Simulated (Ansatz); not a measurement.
Geometry optimisation, DFT PBEsol, scalar-relativistic, plane waves, PAW in Ansatz 0.2.0.

input.yaml

```yaml
crystal:
  lattice:
    - [5.9, 0.0, 0.0]
    - [-4.425, 7.664325, 0.0]
    - [0.0, 0.0, 4.6846]
  atoms:
    - { symbol: Ti, position: [0.0, 0.0, 0.0] }
    - { symbol: Ti, position: [0.16666666, 0.22222222, 0.5] }
    - { symbol: Ti, position: [-1.0e-08, 0.33333333, 0.0] }
    - { symbol: Ti, position: [0.16666666, 0.55555554, 0.5] }
    - { symbol: Ti, position: [-1.0e-08, 0.66666665, 0.0] }
    - { symbol: Ti, position: [0.16666665, 0.88888887, 0.5] }
    - { symbol: Ti, position: [0.5, 0.0, 0.0] }
    - { symbol: Ti, position: [0.66666666, 0.22222222, 0.5] }
    - { symbol: Ti, position: [0.49999999, 0.33333333, 0.0] }
    - { symbol: Ti, position: [0.66666666, 0.55555554, 0.5] }
    - { symbol: Ti, position: [0.49999999, 0.66666665, 0.0] }
    - { symbol: Ti, position: [0.66666665, 0.88888887, 0.5] }
    - { symbol: H, position: [0.34223436, 0.4370533, 0.74108993] }
basis:
  ecutwfc: 420.0
kpoints:
  mp_grid: { grid: [3, 2, 4] }
hamiltonian:
  xc: pbesol
scf:
  occupations: { method: gaussian, width: 0.05 }
  lower_state_search: "off"
relax:
  f_tol: 0.03
  max_steps: 60
  adjacent_minimum: "off"
```

Command:

```bash
$ ansatz run input.yaml --threads 4 --pin off --max-ram 10240MiB --backend cpu --events-out ev --progress --plain --runs-dir out
```

**Question.** Where does it end, and by what steps?

**Answer.** The forces met the threshold. Limits of this set-up: coarse k mesh, odd electron count without spin. After 3 steps the energy has fallen by 0.073 eV; H13 moved furthest, 0.10 Å.

| step | energy less start (eV) | largest force component (eV/Å) | accepted |
| --- | --- | --- | --- |
| 0 | 0.0000 | 0.392 | yes |
| 1 | -0.0349 | 0.428 | yes |
| 2 | -0.0713 | 0.059 | yes |
| 3 | -0.0729 | 0.020 | yes |

```xyz
13
Lattice="5.9000 0.0000 0.0000 -4.4250 7.6643 0.0000 0.0000 0.0000 4.6846" Properties=species:S:1:pos:R:3
Ti 0.005 -0.012 0.017
Ti 0.007 1.669 2.369
Ti -1.502 2.530 0.013
Ti -1.517 4.272 2.336
Ti -2.942 5.133 -0.001
Ti -2.950 6.807 2.319
Ti 2.963 -0.003 0.018
Ti 2.954 1.671 2.334
Ti 1.527 2.533 -0.006
Ti 1.514 4.274 2.323
Ti 0.007 5.138 -0.028
Ti 0.007 6.815 2.323
H 0.012 3.399 3.509
```

Whether the end is a true minimum wasn't checked by a vibrational analysis.

Run time: 24 s on 4 threads of Arm Neoverse V1, on a shared host, peak memory 0.76 GiB.
